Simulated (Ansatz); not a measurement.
# GaHNP: the cost of one run

Computed with Ansatz 0.2.0, Gaussian basis. Level: the settings change from run to run.

23 further runs of the same task are left out: 2 for a known fault of the program, 19 that didn't finish, 2 set aside as unsound or not needed.

## 1. What is computed

The geometry derives from a PBE0/def2-TZVP stationary point (not a proven minimum). One bond is set to the value named and the two fragments are kept rigid. No spin-orbit coupling is included. The filled d shell of Ga may be among the frozen orbitals whatever the setting's name suggests; the logs give the count.

4 atoms, charge 0, spin multiplicity 1.

Atoms are counted from 1 here; the program's logs count them from 0.

Bond lengths: Ga1–H4 1.712 Å, P2–N3 1.484 Å.

## 2. CCSD on UHF/cc-pVDZ

Input file in.yaml:

```yaml
crystal:
  periodic: [false, false, false]
  atoms:
    - {symbol: Ga, position_ang: [0.000014, -0.343192, 2.228654]}
    - {symbol: P, position_ang: [-0.000006, -0.524951, -0.999232]}
    - {symbol: N, position_ang: [0.000031, -0.164131, -2.438556]}
    - {symbol: H, position_ang: [-0.000038, 1.032273, 1.209134]}
basis:
  gaussian: {orbitals: cc-pVDZ}
magnetization: {spin_polarized: true, initial_magnetization: 0}
correlation: {method: ccsd, electrons: outside_noble_gas}
accuracy: high
```

Run with:

```console
$ ansatz run in.yaml --threads 1 --pin off --events-out ev --progress --plain --max-ram 2393MiB
```

**Question.** How long does this run take on 1 thread of Intel Xeon 6975P-C, shared host, and how much memory does it need?

About 30 s, with a peak of 0.27 GiB.
